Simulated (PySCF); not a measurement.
# Arsine (AsH₃): electronic excitations at several levels of theory, part 2 of 2

PySCF 2.14.0. Atoms count from 0. Earlier steps stand in the parts before.

## 11. Ultraviolet spectrum: LC-wPBE/def2-SVPD

The job: settings as JSON, then the geometry in Å.

```
{"job": {"kind": "uv", "xc": "LC-wPBE", "basis": "def2-SVPD", "ip": true}, "charge": 0, "multiplicity": 1}
As     0.037315    -0.038134     0.617511
H     -0.715955    -1.043446    -0.246865
H     -0.500254     1.139167    -0.189432
H      1.282654    -0.138477    -0.257395
```

With the program's defaults for keys left out, this is: TDDFT LC-wPBE/def2-SVPD, vertical, gas phase, core orbitals frozen in the response.

Output:

```text
coarse grid: 14752 points
cycle   1  E = -2237.0765947885  dE = -9.976e-01  |g| = 2.413e-01  |ddm| = 1.869e+00
cycle   2  E = -2237.0837676186  dE = -7.173e-03  |g| = 1.718e-01  |ddm| = 3.539e-01
cycle   3  E = -2237.0861527739  dE = -2.385e-03  |g| = 1.865e-02  |ddm| = 1.802e-01
cycle   4  E = -2237.0863022182  dE = -1.494e-04  |g| = 4.972e-03  |ddm| = 6.504e-02
cycle   5  E = -2237.0863207665  dE = -1.855e-05  |g| = 1.033e-03  |ddm| = 1.417e-02
cycle   6  E = -2237.0863217693  dE = -1.003e-06  |g| = 2.112e-04  |ddm| = 4.461e-03
final grid: 29192 points
cycle   7  E = -2237.0863188122  dE = -2.385e-08  |g| = 1.673e-04  |ddm| = 8.524e-04
cycle   8  E = -2237.0863188113  dE =  8.831e-10  |g| = 1.415e-04  |ddm| = 4.370e-04
cycle   9  E = -2237.0863188132  dE = -1.847e-09  |g| = 1.375e-05  |ddm| = 1.538e-04
cycle  10  E = -2237.0863188134  dE = -2.501e-10  |g| = 2.793e-06  |ddm| = 9.813e-05
converged SCF energy = -2237.0863188134

Static polarisability (au): isotropic 34.076, principal 33.913 33.921 34.393

Singlet excitations
state   eV       nm        f      main configurations
  1   7.3137    169.5   0.08043   H->L+1 0.90
  2   7.3141    169.5   0.08043   H->L+2 0.90
  3   7.3473    168.7   0.17144   H->L 0.98
  4   9.3419    132.7   0.00000   H-2->L+1 0.46, H-1->L+2 0.46
  5   9.8298    126.1   0.01508   H->L+5 0.58, H-2->L+1 0.08, H-1->L+2 0.08
  6   9.8298    126.1   0.01458   H->L+4 0.58, H-1->L+1 0.08, H-2->L+2 0.08
  7   9.8986    125.3   0.08139   H-1->L 0.51, H-2->L 0.28, H->L+5 0.12
  8   9.8989    125.3   0.08205   H-2->L 0.51, H-1->L 0.29, H->L+4 0.12
  9   9.9861    124.2   0.04840   H->L+3 0.70, H-2->L+2 0.14, H-1->L+1 0.14
 10  10.3670    119.6   0.54125   H->L+4 0.16, H-1->L+1 0.16, H-2->L+2 0.16

Triplet excitations (Tamm-Dancoff, eV): 5.8676 5.8683 6.8472 8.1564
Vertical ionisation energy (delta-SCF) = 10.4095 eV
```

Wall time 6 s (1 thread of Arm Neoverse N1, shared host); peak memory 0.28 GiB.

Key values: HOMO -10.43 eV, LUMO 2.25 eV; lowest singlet 7.31 eV.

## 12. Excited states and response: PBE0/6-31G*

The job: settings as JSON, then the geometry in Å.

```
{"job": {"kind": "uv", "xc": "PBE0", "basis": "6-31G*"}, "charge": 0, "multiplicity": 1}
As     0.037315    -0.038134     0.617511
H     -0.715955    -1.043446    -0.246865
H     -0.500254     1.139167    -0.189432
H      1.282654    -0.138477    -0.257395
```

Level: TDDFT PBE0/6-31G*, vertical, gas phase, core orbitals frozen in the response.

Output:

```text
coarse grid: 14752 points
cycle   1  E = -2237.0852746506  dE = -8.911e-01  |g| = 1.463e-01  |ddm| = 1.600e+00
cycle   2  E = -2237.0880577967  dE = -2.783e-03  |g| = 8.620e-02  |ddm| = 2.703e-01
cycle   3  E = -2237.0897561494  dE = -1.698e-03  |g| = 6.798e-03  |ddm| = 1.022e-01
cycle   4  E = -2237.0897651466  dE = -8.997e-06  |g| = 4.210e-03  |ddm| = 1.224e-02
cycle   5  E = -2237.0897689377  dE = -3.791e-06  |g| = 3.949e-04  |ddm| = 4.880e-03
final grid: 29192 points
cycle   6  E = -2237.0897769508  dE = -2.488e-08  |g| = 3.546e-04  |ddm| = 7.698e-04
cycle   7  E = -2237.0897769557  dE = -4.939e-09  |g| = 3.445e-04  |ddm| = 4.789e-04
cycle   8  E = -2237.0897769660  dE = -1.027e-08  |g| = 1.558e-05  |ddm| = 1.844e-04
cycle   9  E = -2237.0897769661  dE = -9.459e-11  |g| = 1.937e-06  |ddm| = 2.022e-05
converged SCF energy = -2237.0897769661

Static polarisability (au): isotropic 25.262, principal 24.285 25.745 25.755

Singlet excitations
state   eV       nm        f      main configurations
  1   7.5465    164.3   0.10474   H->L 0.91
  2   7.5469    164.3   0.10473   H->L+1 0.91
  3   9.0041    137.7   0.14150   H->L+2 0.95
  4   9.3814    132.2   0.00000   H-2->L 0.48, H-1->L+1 0.48
  5  10.3268    120.1   0.13898   H-1->L+1 0.27, H-2->L 0.27, H-2->L+1 0.15
  6  10.3279    120.0   0.13938   H-1->L 0.27, H-2->L+1 0.27, H-1->L+1 0.15
  7  10.9836    112.9   0.59862   H-2->L+1 0.42, H-1->L 0.42
  8  12.0427    103.0   0.69833   H-1->L+2 0.74
  9  12.0437    102.9   0.69811   H-2->L+2 0.74
 10  12.5089     99.1   0.08622   H->L+4 0.92

Triplet excitations (Tamm-Dancoff, eV): 6.0351 6.0358 7.8167 8.5639
```

Wall time 1.5 s (1 thread of Arm Neoverse N1, shared host); peak memory 0.28 GiB.

In short: HOMO -7.76 eV, LUMO 0.90 eV; lowest singlet 7.55 eV.

## 13. Ultraviolet spectrum: PBE0/def2-SVP

The job: settings as JSON, then the geometry in Å.

```
{"job": {"kind": "uv", "xc": "PBE0", "basis": "def2-SVP"}, "charge": 0, "multiplicity": 1}
As     0.037315    -0.038134     0.617511
H     -0.715955    -1.043446    -0.246865
H     -0.500254     1.139167    -0.189432
H      1.282654    -0.138477    -0.257395
```

With the program's defaults for keys left out, this is: TDDFT PBE0/def2-SVP, vertical, gas phase, core orbitals frozen in the response.

Output:

```text
coarse grid: 14752 points
cycle   1  E = -2237.1041549017  dE = -9.099e-01  |g| = 1.423e-01  |ddm| = 1.614e+00
cycle   2  E = -2237.1063685457  dE = -2.214e-03  |g| = 8.629e-02  |ddm| = 2.649e-01
cycle   3  E = -2237.1074359848  dE = -1.067e-03  |g| = 3.177e-03  |ddm| = 7.203e-02
cycle   4  E = -2237.1074396578  dE = -3.673e-06  |g| = 1.293e-03  |ddm| = 6.570e-03
final grid: 29192 points
cycle   5  E = -2237.1074494277  dE = -3.744e-07  |g| = 8.870e-04  |ddm| = 2.740e-03
cycle   6  E = -2237.1074495320  dE = -1.043e-07  |g| = 7.079e-04  |ddm| = 1.512e-03
cycle   7  E = -2237.1074496063  dE = -7.422e-08  |g| = 5.886e-05  |ddm| = 5.248e-04
cycle   8  E = -2237.1074496071  dE = -8.072e-10  |g| = 7.574e-06  |ddm| = 5.976e-05
converged SCF energy = -2237.1074496071

Static polarisability (au): isotropic 27.791, principal 26.156 28.604 28.614

Singlet excitations
state   eV       nm        f      main configurations
  1   7.4903    165.5   0.10351   H->L 0.93
  2   7.4908    165.5   0.10350   H->L+1 0.93
  3   8.1264    152.6   0.12937   H->L+2 0.97
  4   9.2781    133.6   0.00000   H-2->L 0.47, H-1->L+1 0.47
  5  10.0470    123.4   0.05464   H-1->L+1 0.20, H-2->L 0.20, H-2->L+2 0.20
  6  10.0483    123.4   0.05486   H-1->L 0.20, H-2->L+1 0.20, H-1->L+2 0.20
  7  10.8863    113.9   0.58881   H-1->L 0.44, H-2->L+1 0.44
  8  10.9967    112.7   0.83321   H-1->L+2 0.65, H-2->L+1 0.08, H-1->L 0.08
  9  10.9978    112.7   0.83309   H-2->L+2 0.65, H-1->L+1 0.08, H-2->L 0.08
 10  15.0705     82.3   0.00059   H->L+4 0.99

Triplet excitations (Tamm-Dancoff, eV): 5.9367 5.9374 7.2632 8.1807
```

Wall time 1.7 s (1 thread of Arm Neoverse N1, shared host); peak memory 0.28 GiB.

Key values: HOMO -7.76 eV, LUMO 0.84 eV; lowest singlet 7.49 eV.

## 14. Ultraviolet spectrum: PBE0/def2-TZVP

The job: settings as JSON, then the geometry in Å.

```
{"job": {"kind": "uv", "xc": "PBE0", "basis": "def2-TZVP"}, "charge": 0, "multiplicity": 1}
As     0.037315    -0.038134     0.617511
H     -0.715955    -1.043446    -0.246865
H     -0.500254     1.139167    -0.189432
H      1.282654    -0.138477    -0.257395
```

Method: TDDFT PBE0/def2-TZVP, vertical, gas phase, core orbitals frozen in the response.

Output:

```text
coarse grid: 14752 points
cycle   1  E = -2237.3763916148  dE = -8.868e-01  |g| = 3.518e-01  |ddm| = 1.391e+00
cycle   2  E = -2237.3796762833  dE = -3.285e-03  |g| = 2.945e-01  |ddm| = 2.576e-01
cycle   3  E = -2237.3847997522  dE = -5.123e-03  |g| = 1.767e-02  |ddm| = 1.109e-01
cycle   4  E = -2237.3848665802  dE = -6.683e-05  |g| = 5.202e-03  |ddm| = 2.649e-02
cycle   5  E = -2237.3848738952  dE = -7.315e-06  |g| = 9.390e-04  |ddm| = 6.109e-03
final grid: 29192 points
cycle   6  E = -2237.3849041613  dE = -1.459e-07  |g| = 6.557e-04  |ddm| = 1.514e-03
cycle   7  E = -2237.3849042194  dE = -5.812e-08  |g| = 5.408e-04  |ddm| = 1.156e-03
cycle   8  E = -2237.3849043192  dE = -9.973e-08  |g| = 1.003e-04  |ddm| = 5.624e-04
cycle   9  E = -2237.3849043201  dE = -9.427e-10  |g| = 5.361e-06  |ddm| = 5.104e-05
converged SCF energy = -2237.3849043201

Static polarisability (au): isotropic 32.183, principal 31.661 32.440 32.449

Singlet excitations
state   eV       nm        f      main configurations
  1   7.3016    169.8   0.08331   H->L 0.93
  2   7.3021    169.8   0.08329   H->L+1 0.93
  3   7.4418    166.6   0.14641   H->L+2 0.99
  4   9.1461    135.6   0.00000   H-2->L 0.47, H-1->L+1 0.47
  5   9.6968    127.9   0.00314   H-2->L+2 0.38, H-1->L+2 0.14, H-1->L+1 0.12
  6   9.6979    127.8   0.00317   H-1->L+2 0.38, H-2->L+2 0.15, H-1->L 0.12
  7  10.2481    121.0   0.58819   H-1->L+2 0.39, H-1->L 0.16, H-2->L+1 0.16
  8  10.2490    121.0   0.58788   H-2->L+2 0.40, H-2->L 0.16, H-1->L+1 0.16
  9  10.3424    119.9   0.21950   H-2->L+1 0.41, H-1->L 0.41, H->L+5 0.09
 10  11.7844    105.2   0.07528   H->L+3 0.73, H->L+4 0.18

Triplet excitations (Tamm-Dancoff, eV): 5.8710 5.8718 6.8263 7.9875
```

It took 2.5 s on 1 thread of Arm Neoverse N1, shared host; peak memory 0.28 GiB.

In short: HOMO -7.82 eV, LUMO 0.66 eV; lowest singlet 7.30 eV.

## 15. Comparing the runs: electronic excitations

Excitations and ground-state properties, with basis size and wall time:

| run | lowest singlet (eV) | brightest (eV) | f | gap (eV) | α (Å³) | μ (D) | functions | time |
| --- | --- | --- | --- | --- | --- | --- | --- | --- |
| HF/def2-SVPD | 7.46 | 10.37 | 0.364 | 12.96 | 5.04 | 0.37 | 62 | 0.96 s |
| LDA/def2-SVPD | 6.54 | 9.75 | 0.467 | 6.40 | 5.34 | 0.37 | 62 | 3.1 s |
| PBE/def2-SVPD | 6.58 | 9.80 | 0.459 | 6.41 | 5.25 | 0.28 | 62 | 4.5 s |
| B3LYP/def2-SVPD | 6.74 | 9.97 | 0.482 | 7.75 | 5.18 | 0.23 | 62 | 3.8 s |
| PBE0/def2-SVPD | 6.92 | 10.10 | 0.501 | 8.26 | 5.16 | 0.34 | 62 | 3.7 s |
| BHandHLYP/def2-SVPD | 7.06 | 10.29 | 0.496 | 9.78 | 5.08 | 0.29 | 62 | 3.8 s |
| CAM-B3LYP/def2-SVPD | 6.89 | 10.10 | 0.498 | 10.23 | 5.13 | 0.30 | 62 | 4.5 s |
| wB97X-D/def2-SVPD | 7.01 | 10.15 | 0.514 | 11.69 | 5.19 | 0.33 | 62 | 4.4 s |
| LC-wPBE/def2-SVPD | 7.31 | 10.37 | 0.541 | 12.69 | 5.05 | 0.42 | 62 | 6 s |
| PBE0/6-31G* | 7.55 | 12.04 | 0.698 | 8.65 | 3.74 | 0.65 | 38 | 1.5 s |
| PBE0/def2-SVP | 7.49 | 11.00 | 0.833 | 8.60 | 4.12 | 0.50 | 47 | 1.7 s |
| PBE0/def2-TZVP | 7.30 | 10.25 | 0.588 | 8.48 | 4.77 | 0.33 | 66 | 2.5 s |

Measured dipole: 0.20 D (gas; NIST CCCBDB Release 22 (SRD 101), experimental dipoles).

Measured polarisability: 5.47 Å³ (gas; NIST CCCBDB Release 22 (SRD 101), experimental polarizabilities).

## 16. What came out

What follows sums up all 2 parts.

```
                                quantity                         value
                             point group                           C3v
    rotational constants (main isotopes)    111.78, 111.75, 104.16 GHz
           lowest singlet (HF/def2-SVPD)   7.46 eV (166 nm), f = 0.112
brightest single state of those computed  state 8, 10.37 eV, f = 0.364
                          lowest triplet                       5.62 eV
       vertical ionisation energy (ΔSCF)                       9.41 eV
             range of the lowest singlet               6.54 to 7.55 eV
```

**Reading.** Single values in the summary come from the first run of each kind that ended normally (HF/def2-SVPD), which need not be the best level. The start was shaken at random, so part of the energy gained undoes that. Over 3 steps the energy fell by 0.101 eV; of the close pairs, As0–H2 changed most, 1.614 to 1.525 Å. No frequency check was run at this level, so the end point may be a saddle. The lowest singlet, at 7.46 eV, is HOMO→LUMO+1 0.85 and is bright; of the 10 states computed, the strongest absorption comes from states 8 to 9 together at 10.37 eV (the last state computed is bright too, and its partners may lie past the list). The lowest triplet lies 1.84 eV below the lowest singlet (triplets in Tamm-Dancoff, singlets in full TDDFT). At HF/def2-SVPD, the highest states lie near or above the ionisation energy, where they hang on the basis. The orbital energy would give 10.35 eV for ionisation, ΔSCF gives 9.41 eV. The dipole moment, 0.37 D, compares with 0.20 D measured. The polarisability is 8 % below the measured 5.47 Å³. The lowest singlet runs from 6.54 eV (LDA/def2-SVPD) to 7.55 eV (PBE0/6-31G*), while the orbital gap spans 6.40 to 12.96 eV. The lowest state need not be the same one in every run. The runs solved for a few states only, so the brightest column depends on that window. For the measured polarisability, LDA/def2-SVPD misses least (0.13 Å³, 3.1 s) and PBE0/6-31G* most (1.72 Å³, 1.5 s); the quickest, HF/def2-SVPD, misses by 0.43 Å³ in 0.96 s. One molecule ranks no method: errors cancel, and vibration and temperature are missing from all runs.
